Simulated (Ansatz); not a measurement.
# SnH2F (SMILES [F][SnH2]) at UPBE/STO-3G

What is the electronic atomisation energy of SnH2F at UPBE/STO-3G? 

The calculation is run with Ansatz 0.2.0.

59 further runs of the same task are left out: 7 that didn't finish, 52 set aside as unsound or not needed.

**1. The structure to begin with**

SnH2F: 4 atoms, total charge 0, spin state doublet. As SMILES, `[F][SnH2]`. The coordinates come from a PBE0-D4/def2-TZVP relaxation.

Bond lengths: F1–Sn2 1.932 Å, Sn2–H3 1.726 Å, Sn2–H4 1.726 Å. Angles: F1–Sn2–H3 103.3°, F1–Sn2–H4 103.3°, H3–Sn2–H4 113.3°.

**2. The energy at UPBE/STO-3G**

The input, in.yaml:

```yaml
crystal:
  periodic: [false, false, false]
  atoms:
    - {symbol: F, position_ang: [-1.552600, -0.190000, 0.640700]}
    - {symbol: Sn, position_ang: [0.028300, -0.242200, -0.468300]}
    - {symbol: H, position_ang: [1.184100, -1.054400, 0.524100]}
    - {symbol: H, position_ang: [0.395700, 1.426200, -0.716700]}
basis:
  gaussian: {orbitals: STO-3G}
magnetization: {spin_polarized: true, initial_magnetization: 1}
hamiltonian: {xc: {name: PBE}}
accuracy: high
```

Started as:

```bash
$ ansatz run in.yaml --threads 1 --pin off --max-ram 2610MiB --events-out events.jsonl --progress --plain --runs-dir runs
```

Output:

```text
Warning: RAYON_NUM_THREADS=1 ignored (pool sized by the plan → 1); use --threads N
Functional definition: PBE
  name "PBE"
  parameter kappa = 0.804
  parameter beta = 0.06672455060314922
  exchange = pbe_x(kappa = kappa, mu = beta*pi^2/3)
  correlation = pbe_c(beta = beta)
612 factors; integrals over basis functions are off by at most 4.8e-9 eV
mean field evaluation 1: about -165013.3484 eV, gradient 8.7e0 eV
mean field evaluation 2: about -165006.1585 eV, gradient 3.2e1 eV
mean field evaluation 4: about -165014.0904 eV, gradient 9.1e-1 eV
mean field evaluation 8: about -165014.0201 eV, gradient 7.4e-3 eV
mean field evaluation 16: about -165014.0201 eV, gradient 1.9e-7 eV
mean field -165014.02014696 eV, -6064.1533898808 hartree, gradient 4.4e-8 eV, S^2 0.750422; 0 other end points of the search recorded, 0 dependent functions left out
reference -165014.02014859 eV, -6064.1533899405 hartree; 31, 30 occupied and 3, 4 virtual orbitals, 612 factors
Total energy: -165014.02014859 eV, -6064.1533899405 hartree
```

It took 2.4 s on 1 thread of Arm Neoverse V2, shared host; peak memory 0.13 GiB.

**3. The F atom, same level**

The input, in.yaml:

```yaml
crystal:
  periodic: [false, false, false]
  atoms:
    - symbol: F
      position_ang: [0.000000, 0.000000, 0.000000]
basis:
  gaussian: {orbitals: STO-3G}
magnetization: {spin_polarized: true, initial_magnetization: 1}
hamiltonian: {xc: {name: PBE}}
accuracy: high
```

Run the same way, it converges to -98.16855 Eh (log not shown).

**4. The H atom at the same level**

The input, job.yaml:

```yaml
crystal:
  periodic: [false, false, false]
  atoms:
    - symbol: H
      position_ang: [0.000000, 0.000000, 0.000000]
basis:
  gaussian:
    orbitals: STO-3G
accuracy: high
hamiltonian:
  xc: {name: PBE}
magnetization:
  spin_polarized: true
  initial_magnetization: 1
```

Started as:

```bash
$ ansatz run job.yaml --threads 1 --pin off --max-ram 2610MiB --events-out events.jsonl --progress --plain --runs-dir runs
```

Output, cut to the lines that bear on the results:

```text
Warning: RAYON_NUM_THREADS=1 ignored (pool sized by the plan → 1); use --threads N
[... 6 set-up lines as earlier in the session ...]
1 factors; integrals over basis functions are off by at most 4.6e-10 eV
mean field evaluation 1: about -12.6363 eV, gradient 0.0e0 eV
mean field evaluation 2: about -12.6363 eV, gradient 0.0e0 eV
mean field -12.63630448 eV, -0.4643756244 hartree, gradient 0.0e0 eV, S^2 0.750000; 0 other end points of the search recorded, 0 dependent functions left out
reference -12.63630558 eV, -0.4643756647 hartree; 1, 0 occupied and 0, 1 virtual orbitals, 1 factors
Total energy: -12.63630558 eV, -0.4643756647 hartree
```

Wall time 0.06 s (1 thread of Arm Neoverse V2, shared host).

**5. The Sn atom, same level**

The input, run.yaml:

```yaml
basis:
  gaussian:
    orbitals: STO-3G
crystal:
  periodic: [false, false, false]
  atoms:
    - symbol: Sn
      position_ang: [0.000000, 0.000000, 0.000000]
magnetization:
  spin_polarized: true
  initial_magnetization: 2
hamiltonian:
  xc: {name: PBE}
accuracy: high
```

Run the same way, it converges to -5964.56879 Eh (log not shown).

**6. Summary of results**

Level: UPBE/STO-3G.

| quantity | value |
| --- | --- |
| molecule: total energy | -6064.15339 Eh |
| molecule: ⟨S²⟩ | 0.750 |
| F atom: total energy | -98.16855 Eh |
| F atom: ⟨S²⟩ | 0.750 |
| H atom: total energy | -0.46438 Eh |
| H atom: ⟨S²⟩ | 0.750 |
| Sn atom: total energy | -5964.56879 Eh |
| Sn atom: ⟨S²⟩ | 2.000 |
| electronic atomisation energy | 13.260 eV |

**Reading.** Taking the molecule apart into free atoms costs 13.26 eV (1279 kJ/mol), before zero-point energy and without spin-orbit coupling. In a minimal basis such a difference can be off by several eV, whatever the method. Relativity is left out (molecule) although the molecule holds a heavy atom. Relativity is left out (Sn atom) although the molecule holds a heavy atom.
